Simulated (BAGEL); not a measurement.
# UHF/STO-3G (density fitting with qzvpp-jkfit) run of GeN2H5 (SMILES [NH][GeH2][NH2])

What is the vertical ionisation energy of GeN2H5 at UHF/STO-3G (density fitting with qzvpp-jkfit)? 

Program for the calculation: BAGEL 1.2.2.

2 further runs of the same task are left out: 2 that didn't finish. Runs told in other sessions of the task aren't counted.

## 1. Starting point

GeN2H5: 8 atoms, total charge 0, spin state doublet. SMILES: `[NH][GeH2][NH2]`. Geometry: relaxed at PBE0-D4/def2-TZVP. This is one conformer, not always the lowest.

Bond lengths: N1–Ge2 1.861 Å, Ge2–N3 1.829 Å, N1–H4 1.025 Å, Ge2–H5 1.552 Å, Ge2–H6 1.541 Å, N3–H7 1.011 Å, N3–H8 1.010 Å. Angles: N1–Ge2–N3 104.2°, N1–Ge2–H5 105.7°, N1–Ge2–H6 114.1°, N3–Ge2–H5 115.8°, N3–Ge2–H6 107.4°, Ge2–N1–H4 109.3°, Ge2–N3–H7 113.9°, Ge2–N3–H8 115.2°, H5–Ge2–H6 109.8°, H7–N3–H8 109.1°.

## 2. The energy at UHF/STO-3G (density fitting with qzvpp-jkfit)

Contents of input.json:

```json
{ "bagel" : [

{
  "title" : "molecule",
  "basis" : "sto-3g",
  "df_basis" : "qzvpp-jkfit",
  "angstrom" : true,
  "geometry" : [
    { "atom" : "N", "xyz" : [      -1.696200,      -0.133000,      -0.510200 ] },
    { "atom" : "Ge", "xyz" : [       0.044800,       0.440000,      -0.185400 ] },
    { "atom" : "N", "xyz" : [       0.758300,      -0.869000,       0.874100 ] },
    { "atom" : "H", "xyz" : [      -2.241700,       0.643600,      -0.898100 ] },
    { "atom" : "H", "xyz" : [       0.698700,       0.607500,      -1.583100 ] },
    { "atom" : "H", "xyz" : [       0.135600,       1.765700,       0.595000 ] },
    { "atom" : "H", "xyz" : [       0.680200,      -1.798300,       0.484200 ] },
    { "atom" : "H", "xyz" : [       1.712300,      -0.713500,       1.167600 ] }
  ]
},

{
  "title" : "uhf",
  "charge" : 0,
  "nopen" : 1
},

{
  "title" : "print",
  "file" : "orbitals.molden",
  "orbitals" : true
}

]}
```

The run is started by

```bash
BAGEL_NUM_THREADS=1 BAGEL input.json > input.out
```

Log:

```text
* using 1 threads per process

  ===============================================================
  ===============================================================

  *** Geometry ***

  { "atom" : "N", "xyz" : [     -3.205353,     -0.251334,     -0.964138 ] },
  { "atom" : "Ge", "xyz" : [      0.084660,      0.831479,     -0.350355 ] },
  { "atom" : "N", "xyz" : [      1.432979,     -1.642172,      1.651810 ] },
  { "atom" : "H", "xyz" : [     -4.236199,      1.216228,     -1.697163 ] },
  { "atom" : "H", "xyz" : [      1.320352,      1.148009,     -2.991625 ] },
  { "atom" : "H", "xyz" : [      0.256247,      3.336689,      1.124387 ] },
  { "atom" : "H", "xyz" : [      1.285392,     -3.398294,      0.915005 ] },
  { "atom" : "H", "xyz" : [      3.235778,     -1.348320,      2.206444 ] },

  Number of auxiliary basis functions:      510

  Since a DF basis is specified, we compute 2- and 3-index integrals:
    o Being stored without compression. Storage requirement is 0.004 GB

  Number of basis functions:       33
  Number of electrons      :       51

    * METHOD: MOLECULE                             0.20

  *** Open-shell HF ***

  === Nuclear Repulsion ===
   201.4552582424

      * DIIS with orbital gradients will be used.

  === UHF iteration (sto-3g) ===
      0      -2162.05487311          0.02323482           0.05
      1      -2162.11564945          0.00613994           0.05
      2      -2162.12141864          0.00170681           0.05
      3      -2162.12203918          0.00054292           0.05
      4      -2162.12223151          0.00011402           0.05
      5      -2162.12226966          0.00006281           0.05
      6      -2162.12229200          0.00003251           0.05
      7      -2162.12229624          0.00002321           0.05
      8      -2162.12229747          0.00001547           0.05
      9      -2162.12229766          0.00000862           0.05
     10      -2162.12229784          0.00000254           0.05
     11      -2162.12229793          0.00000070           0.05
     12      -2162.12229796          0.00000028           0.05
     13      -2162.12229797          0.00000015           0.05
     14      -2162.12229797          0.00000007           0.05
     15      -2162.12229797          0.00000003           0.05
     16      -2162.12229797          0.00000002           0.05
     17      -2162.12229797          0.00000001           0.05
     18      -2162.12229797          0.00000001           0.05
     19      -2162.12229797          0.00000000           0.05
    * SCF iteration converged.

    * S^2 (UHF) is 0.7598

    * Permanent dipole moment:
           (   -0.587747,    -0.571999,     0.471475) a.u.

    * METHOD: UHF                                  1.11

    * METHOD: PRINT                                0.00

  ===============================================================
```

It took 1.4 s on 1 thread of Arm Neoverse V1, shared host.

## 3. The singlet cation

Contents of job.json:

```json
{ "bagel" : [

{
  "title" : "molecule",
  "basis" : "sto-3g",
  "df_basis" : "qzvpp-jkfit",
  "angstrom" : "true",
  "geometry" : [
    { "atom" : "N", "xyz" : [   -1.696200,   -0.133000,   -0.510200 ] },
    { "atom" : "Ge", "xyz" : [    0.044800,    0.440000,   -0.185400 ] },
    { "atom" : "N", "xyz" : [    0.758300,   -0.869000,    0.874100 ] },
    { "atom" : "H", "xyz" : [   -2.241700,    0.643600,   -0.898100 ] },
    { "atom" : "H", "xyz" : [    0.698700,    0.607500,   -1.583100 ] },
    { "atom" : "H", "xyz" : [    0.135600,    1.765700,    0.595000 ] },
    { "atom" : "H", "xyz" : [    0.680200,   -1.798300,    0.484200 ] },
    { "atom" : "H", "xyz" : [    1.712300,   -0.713500,    1.167600 ] }
  ]
},
{ "title" : "hf", "charge" : 1 },
{ "title" : "print", "file" : "orbitals.molden", "orbitals" : "true" }

]}
```

The run is started by

```bash
BAGEL_NUM_THREADS=1 BAGEL job.json > job.out
```

Log:

```text
* using 1 threads per process

  ===============================================================
  ===============================================================

  *** Geometry ***

  { "atom" : "N", "xyz" : [     -3.205353,     -0.251334,     -0.964138 ] },
  { "atom" : "Ge", "xyz" : [      0.084660,      0.831479,     -0.350355 ] },
  { "atom" : "N", "xyz" : [      1.432979,     -1.642172,      1.651810 ] },
  { "atom" : "H", "xyz" : [     -4.236199,      1.216228,     -1.697163 ] },
  { "atom" : "H", "xyz" : [      1.320352,      1.148009,     -2.991625 ] },
  { "atom" : "H", "xyz" : [      0.256247,      3.336689,      1.124387 ] },
  { "atom" : "H", "xyz" : [      1.285392,     -3.398294,      0.915005 ] },
  { "atom" : "H", "xyz" : [      3.235778,     -1.348320,      2.206444 ] },

  Number of auxiliary basis functions:      510

  Since a DF basis is specified, we compute 2- and 3-index integrals:
    o Being stored without compression. Storage requirement is 0.004 GB

  Number of basis functions:       33
  Number of electrons      :       51

    * METHOD: MOLECULE                             0.20

  *** RHF ***

  === Nuclear Repulsion ===
   201.4552582424

      * DIIS with orbital gradients will be used.

  === RHF iteration (sto-3g) ===
      0      -2161.74277970          0.01173274           0.03
      1      -2161.79278661          0.00500578           0.03
      2      -2161.80385411          0.00177106           0.03
      3      -2161.80707821          0.00057961           0.03
      4      -2161.80763194          0.00022625           0.03
      5      -2161.80773024          0.00008845           0.03
      6      -2161.80774612          0.00003761           0.02
      7      -2161.80774838          0.00002256           0.03
      8      -2161.80774900          0.00001886           0.03
      9      -2161.80775003          0.00001254           0.02
     10      -2161.80775062          0.00000669           0.03
     11      -2161.80775076          0.00000309           0.02
     12      -2161.80775078          0.00000127           0.02
     13      -2161.80775079          0.00000048           0.03
     14      -2161.80775079          0.00000018           0.03
     15      -2161.80775079          0.00000011           0.02
     16      -2161.80775079          0.00000007           0.03
     17      -2161.80775079          0.00000005           0.03
     18      -2161.80775079          0.00000004           0.02
     19      -2161.80775079          0.00000003           0.02
     20      -2161.80775079          0.00000002           0.02
     21      -2161.80775079          0.00000001           0.02
    * SCF iteration converged.

    * Permanent dipole moment:
           (    1.196337,    -0.648015,     1.162952) a.u.

    * METHOD: HF                                   0.66

    * METHOD: PRINT                                0.00

  ===============================================================
```

Wall time 0.99 s (1 thread of Arm Neoverse V1, shared host).

## 4. Results

At UHF/STO-3G (density fitting with qzvpp-jkfit):

| quantity | value |
| --- | --- |
| doublet GeN2H5: total energy | -2162.12230 Eh |
| doublet GeN2H5: dipole moment | 2.40 D |
| doublet GeN2H5: ⟨S²⟩ | 0.760 |
| singlet cation: total energy | -2161.80775 Eh |
| singlet cation: HOMO energy | -13.78 eV |
| singlet cation: LUMO energy | -6.10 eV |
| singlet cation: HOMO–LUMO gap | 7.68 eV |
| vertical ionisation energy (to the singlet cation) | 8.559 eV |

The vertical ionisation energy comes to 8.56 eV (197 kcal/mol). Only the singlet of the ionised species was computed; a triplet could lie lower. In a minimal basis such a difference can be off by several eV, whatever the method.
